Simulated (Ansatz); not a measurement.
## Molecular dynamics of C

The input (input.yaml):

```yaml
accuracy: low
crystal:
  lattice:
    - [0.0, 3.57, 3.57]
    - [3.57, 0.0, 3.57]
    - [3.57, 3.57, 0.0]
  atoms:
    - { symbol: C, position: [0.0, 0.0, 0.0] }
    - { symbol: C, position: [0.125, 0.125, 0.125] }
    - { symbol: C, position: [0.0, 0.0, 0.5] }
    - { symbol: C, position: [0.125, 0.125, 0.625] }
    - { symbol: C, position: [0.0, 0.5, 0.0] }
    - { symbol: C, position: [0.125, 0.625, 0.125] }
    - { symbol: C, position: [0.0, 0.5, 0.5] }
    - { symbol: C, position: [0.125, 0.625, 0.625] }
    - { symbol: C, position: [0.5, 0.0, 0.0] }
    - { symbol: C, position: [0.625, 0.125, 0.125] }
    - { symbol: C, position: [0.5, 0.0, 0.5] }
    - { symbol: C, position: [0.625, 0.125, 0.625] }
    - { symbol: C, position: [0.5, 0.5, 0.0] }
    - { symbol: C, position: [0.625, 0.625, 0.125] }
    - { symbol: C, position: [0.5, 0.5, 0.5] }
    - { symbol: C, position: [0.625, 0.625, 0.625] }
basis:
  ecutwfc: 420.0
kpoints:
  mp_grid: { grid: [4, 4, 4] }
hamiltonian:
  xc: pbe
  dispersion: d3bj
scf:
  occupations: { method: fermi_dirac, width: 0.24 }
  lower_state_search: "off"
md:
  timestep: 0.75
  n_steps: 150
  ensemble: nvt_langevin
  temperature: 2800.0
  initial_velocities: maxwell_boltzmann
  seed: 160550
  friction: 0.02
```

Command:

```bash
$ ansatz run input.yaml --threads 1 --pin off --max-ram 3072MiB --backend cpu --events-out ev --progress --plain --runs-dir out
```

It starts from a structure without forces on its atoms.

Output, in part (step lines):

```
md step     0: t =     0.00 fs  T =  2625.0 K  F+E_penalty+E_count = -4015.97373046 eV  E_kin = 5.428920 eV  (6 SCF iters)
md step     1: t =     0.75 fs  T =  2426.9 K  F+E_penalty+E_count = -4015.84352254 eV  E_kin = 5.019146 eV  (7 SCF iters)
md step     2: t =     1.50 fs  T =  1924.9 K  F+E_penalty+E_count = -4015.49980980 eV  E_kin = 3.980966 eV  (7 SCF iters)
md step     3: t =     2.25 fs  T =  1874.1 K  F+E_penalty+E_count = -4014.99810079 eV  E_kin = 3.876018 eV  (6 SCF iters)
md step     4: t =     3.00 fs  T =  1630.9 K  F+E_penalty+E_count = -4014.36064691 eV  E_kin = 3.372970 eV  (6 SCF iters)
md step     5: t =     3.75 fs  T =  1378.4 K  F+E_penalty+E_count = -4013.65933250 eV  E_kin = 2.850704 eV  (5 SCF iters)
md step     6: t =     4.50 fs  T =  1101.2 K  F+E_penalty+E_count = -4012.95545206 eV  E_kin = 2.277359 eV  (5 SCF iters)
md step     7: t =     5.25 fs  T =   878.8 K  F+E_penalty+E_count = -4012.28895909 eV  E_kin = 1.817426 eV  (5 SCF iters)
[... lines left out ...]
md step   149: t =   111.75 fs  T =  2589.2 K  F+E_penalty+E_count = -4010.49832391 eV  E_kin = 5.354808 eV  (5 SCF iters)
md step   150: t =   112.50 fs  T =  2357.4 K  F+E_penalty+E_count = -4010.13603054 eV  E_kin = 4.875583 eV  (7 SCF iters)
```

The steps, from the saved trajectory:

```tsv
time (fs)	T (K)	potential energy less start (eV)
0.0	2625	0.000
3.8	1378	2.314
7.5	576	4.649
11.2	1489	3.528
15.0	2644	2.052
18.8	1745	3.948
22.5	1061	5.570
26.2	2139	4.151
30.0	2448	3.899
33.8	1926	5.380
37.5	2210	4.813
41.2	2819	3.808
45.0	2923	3.832
48.8	2077	5.705
52.5	1769	6.776
56.2	2519	5.417
60.0	2292	4.910
63.8	2688	4.352
67.5	2806	4.150
71.2	3024	4.505
75.0	2622	5.403
78.8	2472	6.235
82.5	2599	6.248
86.2	2336	6.065
90.0	2754	4.953
93.8	3014	4.121
97.5	2357	5.267
101.2	2305	6.067
105.0	2610	4.601
108.8	3141	4.056
112.5	2357	5.838
```

All steps were run. A run of 0.11 ps of so small a system gives no equilibrium averages. Limits of this set-up: low accuracy level.

Mean squared displacements from the first frame to the last, about the centre of mass: C 0.02 Å².

Last frame:

```xyz
16
Lattice="0.0000 3.5700 3.5700 3.5700 0.0000 3.5700 3.5700 3.5700 0.0000" Properties=species:S:1:pos:R:3
C 0.032 -0.416 0.554
C 0.918 0.488 1.317
C 1.787 1.414 0.408
C 2.669 2.222 1.241
C 1.631 -0.379 2.209
C 2.588 0.428 3.231
C 3.581 1.394 2.180
C 4.379 2.263 3.240
C -0.208 1.625 2.093
C 0.809 2.333 2.931
C 1.609 3.157 2.146
C 2.607 4.167 2.968
C 1.624 1.405 3.900
C 2.687 2.253 4.722
C 3.402 3.318 3.881
C 4.320 4.102 4.883
```

Time of the run: 7.3 min on 1 thread of AMD EPYC 9R45 (Zen 5), on a shared host, peak memory 0.52 GiB.
